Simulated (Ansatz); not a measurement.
# AlAsH₄ (triplet): from Hartree-Fock to the top rungs, cc-pVDZ

An exercise on one series of results from a longer session: the logs are not shown, and one member is left open.

The runs use Ansatz 0.2.0, Gaussian basis; cc-pVDZ, core rule «outside noble gas», up to 19 orbitals frozen.

The runs, in order: UHF; CCSD(T) on ROHF; CCSD(T) on UHF; BCCD(T) on ROHF; CISD as a restricted active space (open shells left free, so some higher excitations enter); CCSDT(Q) on ROHF; CCSDT(Q) on UHF.

6 further runs of the same task are left out: 3 for a known fault of the program, 3 set aside as unsound or not needed. Runs told in other sessions of the task aren't counted.

### The geometry

The geometry is a PBE0/def2-TZVP stationary point (not a proven minimum) of the parent state, kept for this charge and spin. No spin-orbit coupling is included. The filled d shell of As may be among the frozen orbitals whatever the setting's name suggests.

6 atoms, charge 0, spin multiplicity 3.

Atoms are counted from 1 here; the program's logs count them from 0.

Bond lengths: Al1–As2 2.429 Å, Al1–H3 1.587 Å, Al1–H4 1.587 Å, As2–H5 1.522 Å, As2–H6 1.522 Å. Angles: As2–Al1–H3 119.7°, As2–Al1–H4 119.7°, H3–Al1–H4 120.4°, Al1–As2–H5 91.4°, Al1–As2–H6 91.4°, H5–As2–H6 93.5°.

The first run:

Input file in.yaml:

```yaml
crystal:
  periodic: [false, false, false]
  atoms:
    - {symbol: Al, position_ang: [0.031918, 0.000000, 1.749608]}
    - {symbol: As, position_ang: [-0.038462, 0.000000, -0.678270]}
    - {symbol: H, position_ang: [-0.000011, 1.377251, 2.537113]}
    - {symbol: H, position_ang: [-0.000011, -1.377251, 2.537113]}
    - {symbol: H, position_ang: [1.002266, 1.108594, -0.746352]}
    - {symbol: H, position_ang: [1.002266, -1.108594, -0.746352]}
basis:
  gaussian: {orbitals: cc-pVDZ}
magnetization: {spin_polarized: true, initial_magnetization: 2}
hamiltonian: {xc: hf}
output: {orbitals: {seedname: orbitals}}
```

The run is started by

```bash
$ ansatz run in.yaml --threads 1 --pin off --events-out ev --progress --plain --max-ram 4096MiB --backend cpu
```

Steps of the session up to this table: UHF; CCSD(T) on ROHF; CCSD(T) on UHF; BCCD(T) on ROHF; CISD as a restricted active space (open shells left free, so some higher excitations enter); CCSDT(Q) on ROHF; CCSDT(Q) on UHF.

One table of the session follows, with a row left open; its other results are not shown here.

| method | from UCCSDT(Q) (kJ/mol) |
| --- | --- |
| ROHF | +593.4 |
| UHF | +579.1 |
| RMP2 | +137.2 |
| UMP2 | +137.5 |
| CISD | +72.4 |
| RCCSD | +20.1 |
| UCCSD | +19.4 |
| RCCSD(T) | +4.8 |
| UCCSD(T) | ? |
| BCCD(T) | +4.6 |
| RCCSDT | +0.9 |
| UCCSDT | +0.7 |
| RCCSDT(Q) | +0.3 |
| UCCSDT(Q) | 0 |

Estimate the missing values for UCCSD(T).

The run gave: from UCCSDT(Q) (kJ/mol): +4.5. In the column «from UCCSDT(Q) (kJ/mol)» it lies between RCCSDT (+0.9) and BCCD(T) (+4.6).

Caveats from the session: Restricted and unrestricted rows rest on different reference determinants; a gap between their highest levels can come from leftover correlation error, from unlike frozen cores or from another state.
